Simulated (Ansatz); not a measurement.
A first try at relaxations under a series of pressures of MgH₂, space group Fm-3m, using the Python package of Ansatz (0.2.0).

`mgh2_compress.py`
```python
import ansatz as az
import numpy as np
import pandas as pd

SMEARING = "fixed"
K_SPACING = 0.44
FUNCTIONAL = "r2scan"

def edges_and_angles(cell):
    cell = np.asarray(cell)
    a, b, c = np.linalg.norm(cell, axis=1)
    cosines = cell[1] @ cell[2] / (b * c), cell[0] @ cell[2] / (a * c), cell[0] @ cell[1] / (a * b)
    return (a, b, c, *np.degrees(np.arccos(cosines)))


def main() -> None:
    lattice = az.Lattice.of(
        [0.0, 2.381067, 2.381067],
        [2.381067, 0.0, 2.381067],
        [2.381067, 2.381067, 0.0],
    )
    sites = [
        ("Mg", [0.0, 0.0, 0.0]),
        ("H", [0.75, 0.75, 0.75]),
        ("H", [0.25, 0.25, 0.25]),
    ]
    mgh2 = az.Crystal(lattice=lattice)
    for symbol, position in sites:
        mgh2 = mgh2.atom(symbol, position)

    calc = (
        mgh2.calculation()
        .basis(39 * az.Ry)
        .occupations(SMEARING)
        .kpoints(spacing=K_SPACING)
        .functional(FUNCTIONAL)
    )

    rows = []
    for pressure in [-2, 0, 2, 5, 10]:
        outcome = calc.relax(cell=True, pressure=pressure, force_tolerance=0.03).run(threads=1, backend="cpu")
        cell = outcome.lattice.cell_ang
        n_atoms = len(outcome.lattice.sites)
        volume = abs(np.linalg.det(cell)) / n_atoms
        enthalpy = outcome.report["free_energy_ev"] / n_atoms + pressure * volume / 160.21766
        rows.append((pressure, volume, enthalpy, *edges_and_angles(cell)))
        print(f"{pressure} GPa done: {volume:.4f} A^3/atom")

    table = pd.DataFrame(rows, columns=["P_GPa", "V_A3_atom", "H_eV_atom", "a", "b", "c", "alpha", "beta", "gamma"])
    print(table.round(4).to_string(index=False))
    p, v = np.array([row[0] for row in rows], float), np.array([row[1] for row in rows])
    print("mean bulk modulus between rows (GPa):", np.round(-np.diff(p) / np.diff(np.log(v)), 1))


if __name__ == "__main__":
    main()
```

Output of `python mgh2_compress.py`:
```text
RunWarning: iter 1: σ=0 fill of 6 bands saw a band overlap (occupied 6.4364 eV > unoccupied 5.4507 eV) — on an unconverged iterate often a transient of an unconverged empty band; one that stands at the close is told there (band_overlap_at_count); if the run fails to converge, the spectrum is likely genuinely metallic [...]
RunWarning: the bands overlap at the fill by count (6 filled at each k-point of a channel): the highest filled level, 6.357520 eV at k-index 0, stands 0.8373 eV over the lowest empty one, 5.520206 eV at k-index 12, so that a fill of the lowest levels lies lower and no gap is reported. A metal, or a carrier in a host's [...]
-2 GPa done: 9.1410 A^3/atom
0 GPa done: 8.8395 A^3/atom
2 GPa done: 8.5766 A^3/atom
5 GPa done: 8.2409 A^3/atom
10 GPa done: 7.7834 A^3/atom
 P_GPa  V_A3_atom  H_eV_atom      a      b      c  alpha  beta  gamma
    -2     9.1410  -653.0290 3.3849 3.3849 3.3849   60.0  60.0   60.0
     0     8.8395  -652.9169 3.3472 3.3472 3.3472   60.0  60.0   60.0
     2     8.5766  -652.8082 3.3137 3.3137 3.3137   60.0  60.0   60.0
     5     8.2409  -652.6509 3.2699 3.2699 3.2699   60.0  60.0   60.0
    10     7.7834  -652.4012 3.2082 3.2082 3.2082   60.0  60.0   60.0
mean bulk modulus between rows (GPa): [59.6 66.3 75.1 87.5]
```
(Warnings from the package without file and line, shortened, repeats left out.)

The script ran to its end, but the result can't be trusted. Why?

The fault: fixed occupations, though the bands overlap at this level of theory. The correction:

Script `mgh2_compress.py`:
```python
import ansatz as az
import numpy as np
import pandas as pd

SMEARING = "fermi_dirac"
SIGMA = 0.1
K_SPACING = 0.44
FUNCTIONAL = "r2scan"

def edges_and_angles(cell):
    cell = np.asarray(cell)
    a, b, c = np.linalg.norm(cell, axis=1)
    cosines = cell[1] @ cell[2] / (b * c), cell[0] @ cell[2] / (a * c), cell[0] @ cell[1] / (a * b)
    return (a, b, c, *np.degrees(np.arccos(cosines)))


def main() -> None:
    lattice = az.Lattice.of(
        [0.0, 2.381067, 2.381067],
        [2.381067, 0.0, 2.381067],
        [2.381067, 2.381067, 0.0],
    )
    sites = [
        ("Mg", [0.0, 0.0, 0.0]),
        ("H", [0.75, 0.75, 0.75]),
        ("H", [0.25, 0.25, 0.25]),
    ]
    mgh2 = az.Crystal(lattice=lattice)
    for symbol, position in sites:
        mgh2 = mgh2.atom(symbol, position)

    calc = (
        mgh2.calculation()
        .basis(39 * az.Ry)
        .occupations(SMEARING, width=SIGMA)
        .kpoints(spacing=K_SPACING)
        .functional(FUNCTIONAL)
    )

    rows = []
    for pressure in [-2, 0, 2, 5, 10]:
        outcome = calc.relax(cell=True, pressure=pressure, force_tolerance=0.03).run(threads=1, backend="cpu")
        cell = outcome.lattice.cell_ang
        n_atoms = len(outcome.lattice.sites)
        volume = abs(np.linalg.det(cell)) / n_atoms
        enthalpy = outcome.report["free_energy_ev"] / n_atoms + pressure * volume / 160.21766
        rows.append((pressure, volume, enthalpy, *edges_and_angles(cell)))
        print(f"{pressure} GPa done: {volume:.4f} A^3/atom")

    table = pd.DataFrame(rows, columns=["P_GPa", "V_A3_atom", "H_eV_atom", "a", "b", "c", "alpha", "beta", "gamma"])
    print(table.round(4).to_string(index=False))
    p, v = np.array([row[0] for row in rows], float), np.array([row[1] for row in rows])
    print("mean bulk modulus between rows (GPa):", np.round(-np.diff(p) / np.diff(np.log(v)), 1))


if __name__ == "__main__":
    main()
```

After the fix:

```console
$ python mgh2_compress.py
-2 GPa done: 9.1139 A^3/atom
0 GPa done: 8.8132 A^3/atom
2 GPa done: 8.5503 A^3/atom
5 GPa done: 8.2146 A^3/atom
10 GPa done: 7.7585 A^3/atom
 P_GPa  V_A3_atom  H_eV_atom      a      b      c  alpha  beta  gamma
    -2     9.1139  -653.0324 3.3815 3.3815 3.3815   60.0  60.0   60.0
     0     8.8132  -652.9206 3.3439 3.3439 3.3439   60.0  60.0   60.0
     2     8.5503  -652.8123 3.3103 3.3103 3.3103   60.0  60.0   60.0
     5     8.2146  -652.6554 3.2664 3.2664 3.2664   60.0  60.0   60.0
    10     7.7585  -652.4066 3.2048 3.2048 3.2048   60.0  60.0   60.0
mean bulk modulus between rows (GPa): [59.6 66.  74.9 87.5]
```

Caveats:
- Total energies depend on the potentials; only differences at equal settings carry meaning.
- At a fixed pressure a relaxation lowers the enthalpy F + PV, while F alone can rise.
- The mesh is modest for a metal, so energies can be off by several to tens of meV an atom and pressures by half a GPa or more; differences at equal mesh fare better.
- Edges and angles are those of the cell as typed, here a primitive one, not of the conventional cell.
- The structure comes from a database of computed cells and needn't be a stable or known phase.
- Symmetry holds the cell in this phase, whether or not it is the stable one at each pressure.
- The whole script took 21 s on 1 thread of Arm Neoverse V2, with other jobs on the host, peak memory 0.47 GiB.

(Lines on the test bed's own set-up are left out of the output.)
